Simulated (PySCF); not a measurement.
# UTPSS/cc-pVDZ run of C2H2FGe (SMILES C#[C][GeH][F])

Aim: the energy change on altering one bond length of C2H2FGe at UTPSS/cc-pVDZ, from 2 runs. The job is set up through a Python script.

Program for the calculation: PySCF 2.14.0.

2 further runs of the same task are left out: 2 set aside as unsound or not needed.

## 1. Starting point

C2H2FGe: 6 atoms, total charge 0, spin state doublet. SMILES: `C#[C][GeH][F]`. Geometry: relaxed at PBE0-D4/def2-TZVP.

Bond lengths: C1–C2 1.208 Å, C2–Ge3 1.890 Å, Ge3–F4 1.742 Å, C1–H5 1.066 Å, Ge3–H6 1.546 Å. Angles: C1–C2–Ge3 172.4°, C2–Ge3–F4 106.6°, C2–C1–H5 178.7°, C2–Ge3–H6 112.0°, F4–Ge3–H6 106.4°.

## 2. A single-point energy at UTPSS/cc-pVDZ

File job.py:

```python
# C#[C][GeH][F]
from pyscf import gto, dft

mol = gto.M(
    atom=[
    ('C', (-0.259200, 0.074500, -1.769000)),
    ('C', (0.006200, 0.034600, -0.591400)),
    ('Ge', (0.661100, -0.021100, 1.180400)),
    ('F', (-0.021800, -1.442400, 1.919600)),
    ('H', (-0.516900, 0.107000, -2.803300)),
    ('H', (0.172500, 1.183400, 2.017600)),
],
    max_memory=1860,
    basis='cc-pvdz',
    spin=1,
    verbose=3,
)

myscf = dft.UKS(mol, xc='tpss')
myscf.conv_tol = 1e-10
myscf.grids.level = 5
myscf.kernel()
if not myscf.converged:
    myscf = myscf.newton().run(myscf.mo_coeff, myscf.mo_occ)

e_tot = myscf.e_tot
print('E(%s) = %.9f' % ('TPSS', e_tot))
```

On the command line:

```
$ OMP_NUM_THREADS=1 python job.py
```

Log:

```text
WARN: HOMO -0.193415274360441 >= LUMO -0.19341527436044

converged SCF energy = -2254.15251908494  <S^2> = 0.75275782  2S+1 = 2.0027559
E(TPSS) = -2254.152519085
```

It took 68 s on 1 thread of Arm Neoverse V2, shared host; peak memory 0.47 GiB.

## 3. The distorted shape at the same level

File input.py:

```python
from pyscf import gto, dft

mol = gto.Mole()
mol.atom = [
    ('C', (-0.112633, -0.286817, -2.020137)),
    ('C', (0.152767, -0.326717, -0.842537)),
    ('Ge', (0.807667, -0.382417, 0.929263)),
    ('F', (0.124767, -1.803717, 1.668463)),
    ('H', (-0.370333, -0.254317, -3.054437)),
    ('H', (0.172500, 1.183400, 2.017600)),
]
mol.basis = 'cc-pvdz'
mol.verbose = 3
mol.spin = 1
mol.max_memory = 1860
mol.build()

mf = dft.UKS(mol, xc='tpss')
mf.grids.level = 5
mf.conv_tol = 1e-10
mf.kernel()
if not mf.converged:
    mf = mf.newton().run(mf.mo_coeff, mf.mo_occ)

etot = mf.e_tot
print('E(%s) = %.9f' % ('TPSS', etot))
```

On the command line:

```
$ OMP_NUM_THREADS=1 python input.py
```

Log:

```text
WARN: HOMO -0.198226505507407 >= LUMO -0.198226505507408

converged SCF energy = -2254.12390076544  <S^2> = 0.76233991  2S+1 = 2.0123021
E(TPSS) = -2254.123900765
```

Run time: 76 s. Hardware: 1 thread of Arm Neoverse V2, shared host; peak memory 0.47 GiB.

## 4. Results

At UTPSS/cc-pVDZ:

```
                                                          quantity           value
                                         first shape: total energy  -2254.15252 Eh
                                        first shape: dipole moment          2.04 D
                   first shape: HOMO energy (highest over α and β)        -5.56 eV
                    first shape: LUMO energy (lowest over α and β)        -4.06 eV
                                                 first shape: ⟨S²⟩           0.753
                                     distorted shape: total energy  -2254.12390 Eh
                                    distorted shape: dipole moment          2.21 D
               distorted shape: HOMO energy (highest over α and β)        -5.83 eV
                distorted shape: LUMO energy (lowest over α and β)        -4.35 eV
                                             distorted shape: ⟨S²⟩           0.762
energy change with the Ge3–H6 bond stretched from 1.546 to 2.010 Å        0.779 eV
```

In words: With the Ge3–H6 bond stretched from 1.546 to 2.010 Å the energy rises by 0.78 eV (75.1 kJ/mol). The first shape isn't relaxed at this level, so the change isn't measured from a minimum. Mulliken charges (first shape) run from -0.32 on F4 to +0.47 on Ge3; they depend strongly on the basis. Mulliken charges (distorted shape) run from -0.32 on F4 to +0.48 on Ge3; they depend strongly on the basis.
